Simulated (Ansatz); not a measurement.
**F₂H₆N₂SSi₂: taking an electron away**

The task here is to estimate one member of a computed series from the others.

Program: Ansatz 0.2.0, Gaussian basis. Level of theory: unrestricted cation, the program's frozen cores in correlated methods. These are calculated values, not measurements.

The runs, in order: UKS PBE-D4/def2-TZVPP; UKS r2SCAN-D4/def2-TZVPP; UKS PBE0-D4/def2-TZVPP; UKS B3LYP-D4/def2-TZVPP; UKS wB97X-V/def2-TZVPP; UKS wB97M-V/def2-TZVPP; UKS B2PLYP/def2-TZVPP; UHF-CCSD(T)/def2-TZVPP; UHF-MP2/def2-QZVPP; extrapolation to the limit; then −ε(HOMO) from the neutral's earlier runs with LDA (SPW92), PBE-D4, revPBE-D4, BLYP-D4, r2SCAN-D4, B97M-V, PBE0-D4, B3LYP-D4, r2SCANh-D4, r2SCAN0-D4, HSE06-D4, BHLYP-D4, CAM-B3LYP-D4, LC-ωPBE, ωB97X-V, ωB97M-V.

## The relaxed structure

The geometry comes from an earlier relaxation with PBE0-D4 in a triple-zeta def2 set; it is a stationary point, not always the lowest conformer.

SMILES `N[Si@@H](F)S[Si@@H](N)F`, 13 atoms, charge 0, spin multiplicity 1.

Atoms are counted from 1 here; the program's logs count them from 0.

Bond lengths: N1–Si2 1.689 Å, N1–H8 1.006 Å, N1–H9 1.006 Å, Si2–F3 1.602 Å, Si2–S4 2.127 Å, Si2–H10 1.474 Å, S4–Si5 2.127 Å, Si5–N6 1.689 Å, Si5–F7 1.602 Å, Si5–H11 1.474 Å, N6–H12 1.006 Å, N6–H13 1.006 Å. Angles: Si2–N1–H8 121.7°, Si2–N1–H9 122.7°, H8–N1–H9 112.7°, N1–Si2–F3 114.5°, N1–Si2–S4 105.9°, N1–Si2–H10 108.8°, F3–Si2–S4 106.9°, F3–Si2–H10 106.0°, S4–Si2–H10 115.0°, Si2–S4–Si5 99.7°, S4–Si5–N6 105.9°, S4–Si5–F7 106.9°, S4–Si5–H11 115.0°, N6–Si5–F7 114.6°, N6–Si5–H11 108.8°, F7–Si5–H11 106.0°, Si5–N6–H12 122.7°, Si5–N6–H13 121.7° and more.

As a file:

```csv
atom,x (Å),y (Å),z (Å)
N1,-0.8524,-2.9522,-0.1752
Si2,-0.9096,-1.3401,0.3265
F3,-0.3971,-1.0906,1.8236
S4,0.4110,-0.2820,-0.9624
Si5,0.7032,1.4815,0.1904
N6,1.2931,2.6439,-0.8842
F7,-0.7101,1.8433,0.8522
H8,-1.6058,-3.5917,0.0135
H9,0.0081,-3.4212,-0.4026
H10,-2.3107,-0.8835,0.2949
H11,1.6528,1.3454,1.3095
H12,0.9094,2.7782,-1.8045
H13,1.8284,3.4343,-0.5668
```

Set-up of the first run:

in.yaml

```yaml
crystal:
  periodic: [false, false, false]
  atoms:
    - {symbol: N, position_ang: [-0.852403, -2.952250, -0.175213]}
    - {symbol: Si, position_ang: [-0.909573, -1.340123, 0.326504]}
    - {symbol: F, position_ang: [-0.397076, -1.090645, 1.823587]}
    - {symbol: S, position_ang: [0.410972, -0.282005, -0.962370]}
    - {symbol: Si, position_ang: [0.703187, 1.481528, 0.190360]}
    - {symbol: N, position_ang: [1.293126, 2.643878, -0.884242]}
    - {symbol: F, position_ang: [-0.710110, 1.843306, 0.852216]}
    - {symbol: H, position_ang: [-1.605789, -3.591662, 0.013508]}
    - {symbol: H, position_ang: [0.008092, -3.421227, -0.402585]}
    - {symbol: H, position_ang: [-2.310664, -0.883486, 0.294941]}
    - {symbol: H, position_ang: [1.652795, 1.345385, 1.309463]}
    - {symbol: H, position_ang: [0.909397, 2.778220, -1.804469]}
    - {symbol: H, position_ang: [1.828446, 3.434282, -0.566800]}
basis:
  gaussian: {orbitals: def2-TZVPP}
total_charge: 1
magnetization: {spin_polarized: true, initial_magnetization: 1}
hamiltonian: {xc: pbe, dispersion: d4}
```

Steps of the session up to this table: Cation, UKS PBE-D4/def2-TZVPP; Cation, UKS r2SCAN-D4/def2-TZVPP; Cation, UKS PBE0-D4/def2-TZVPP; Cation, UKS B3LYP-D4/def2-TZVPP; Cation, UKS wB97X-V/def2-TZVPP; Cation, UKS wB97M-V/def2-TZVPP; Cation, UKS B2PLYP (frozen core)/def2-TZVPP; Cation, UHF-CCSD(T)/def2-TZVPP; Cation, UHF-MP2/def2-QZVPP.

One of the session's tables, all rows but one given; the rest of the session is left out.

Orbital estimates, from the neutral's runs:

```
  functional  −ε(HOMO) (eV)
 LDA (SPW92)           6.52
      PBE-D4           6.38
   revPBE-D4           6.32
     BLYP-D4           6.21
   r2SCAN-D4              ?
      B97M-V           6.81
     PBE0-D4           7.67
    B3LYP-D4           7.41
  r2SCANh-D4           7.17
  r2SCAN0-D4           7.88
    HSE06-D4           7.27
    BHLYP-D4           8.78
CAM-B3LYP-D4           8.98
     LC-ωPBE          10.39
     ωB97X-V          10.03
     ωB97M-V           9.86
```

Q: Estimate the row for r2SCAN-D4 from the others.

Worked estimate for «−ε(HOMO) (eV)». Against the share of exact exchange, r2SCANh-D4 (0.1, 7.17), r2SCAN0-D4 (0.25, 7.88) give a slope of 4.73 per unit share; at 0 the line stands at 6.70.

The run gave: −ε(HOMO) (eV): 6.69. In «−ε(HOMO) (eV)» the line misses by +0.01.
